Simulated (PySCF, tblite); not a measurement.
# C7H13BSe: geometry, infrared bands and NMR shifts

What infrared bands and NMR shifts should C7H13BSe (`C1CB(C2CC2)CC[Se]1`) show?

Computed with tblite 0.8.0 and PySCF 2.14.0, with density-fitted response routines of our own, on a single molecule in the gas phase. Atoms are numbered from 0 throughout.

## 1. The starting structure

22 atoms, charge 0, multiplicity 1; geometry from: force field or distance geometry start.

Bonds of the start (Å): C0–C1 1.48, C1–B2 1.59, B2–C3 1.57, C3–C4 1.48, C4–C5 1.52, B2–C6 1.61, C6–C7 1.51, C7–Se8 1.93, Se8–C0 1.92, C5–C3 1.49, C0–H9 1.13, C0–H10 1.13, C1–H11 1.14, C1–H12 1.10, C3–H13 1.11, C4–H14 1.11, C4–H15 1.09, C5–H16 1.10, C5–H17 1.09, C6–H18 1.11, C6–H19 1.11, C7–H20 1.11, C7–H21 1.11.

## 2. Relaxing the molecule with GFN2-xTB

The job: settings as JSON, then the geometry in Å.

```
{"job": {"kind": "relax", "xc": "GFN2-xTB", "basis": "xTB"}, "charge": 0, "multiplicity": 1}
C     -2.252200    -1.231400     0.569400
C     -0.980500    -1.642100    -0.066200
B      0.038700    -0.458400    -0.349500
C      1.463000    -0.573900     0.311300
C      2.639000     0.147900    -0.215400
C      1.921800     0.653600     1.022600
C     -0.422400     0.840700    -1.174400
C     -1.330000     1.730500    -0.358200
Se    -2.553700     0.656500     0.685000
H     -2.291700    -1.635800     1.618800
H     -3.101700    -1.659800    -0.035700
H     -0.491400    -2.370200     0.657300
H     -1.200900    -2.249100    -0.960100
H      1.700500    -1.575200     0.733700
H      3.656400    -0.238500     0.017500
H      2.580300     0.781300    -1.104300
H      2.373700     0.494500     2.017100
H      1.442700     1.621800     0.860200
H      0.486600     1.388900    -1.489200
H     -0.950100     0.560200    -2.107700
H     -0.798200     2.374300     0.366400
H     -1.940300     2.403600    -0.999400
```

The run is started by

```bash
$ OMP_NUM_THREADS=1 python probes_run.py task.json out
```

The driver reads the jobs from task.json and runs them one after another.

**Question.** This job is followed by: GFN2-xTB harmonic vibrations, gas phase; GIAO PBE0/pcSseg-1 NMR shielding, non-relativistic, gas phase. What will the session give for the following? strongest single infrared mode (GFN2-xTB); zero-point energy (GFN2-xTB); ¹³C shifts against TMS (PBE0/pcSseg-1, means over atoms taken as alike); ¹H shifts against TMS (PBE0/pcSseg-1, means over atoms taken as alike); ¹¹B shifts against BF3·OEt2 (PBE0/pcSseg-1); ⁷⁷Se shifts against Me2Se (PBE0/pcSseg-1).

**Answer**, as computed:

| quantity | value |
| --- | --- |
| strongest single infrared mode (GFN2-xTB) | 1026 cm⁻¹, 91 km/mol |
| zero-point energy (GFN2-xTB) | 115.4 kcal/mol |
| ¹³C shifts against TMS (PBE0/pcSseg-1, means over atoms taken as alike) | 25.0, 24.4, 12.5, 9.8 ppm |
| ¹H shifts against TMS (PBE0/pcSseg-1, means over atoms taken as alike) | 2.71, 1.61, 0.97, 0.71, 0.71 ppm |
| ¹¹B shifts against BF3·OEt2 (PBE0/pcSseg-1) | 84.5 ppm |
| ⁷⁷Se shifts against Me2Se (PBE0/pcSseg-1) | 136 ppm |

**Reading.** Relaxing lowered the energy by 0.988 eV in 127 steps; the close pair that moved most is C0–Se8, from 1.915 to 1.976 Å. No mode is imaginary among the 60: a minimum at this level. The strongest single mode, at 1026 cm⁻¹, is spread over many atoms; the largest shares are those of C3. Unscaled tight-binding wavenumbers are off by several per cent, some by more. Its intensities can rank the bands wrongly. At PBE0/pcSseg-1: Shielding is most anisotropic at Se8 (span 603 ppm, paramagnetic term -1374 ppm). Spin-orbit coupling is left out, which matters for shieldings and couplings at and beside the heavy atoms.
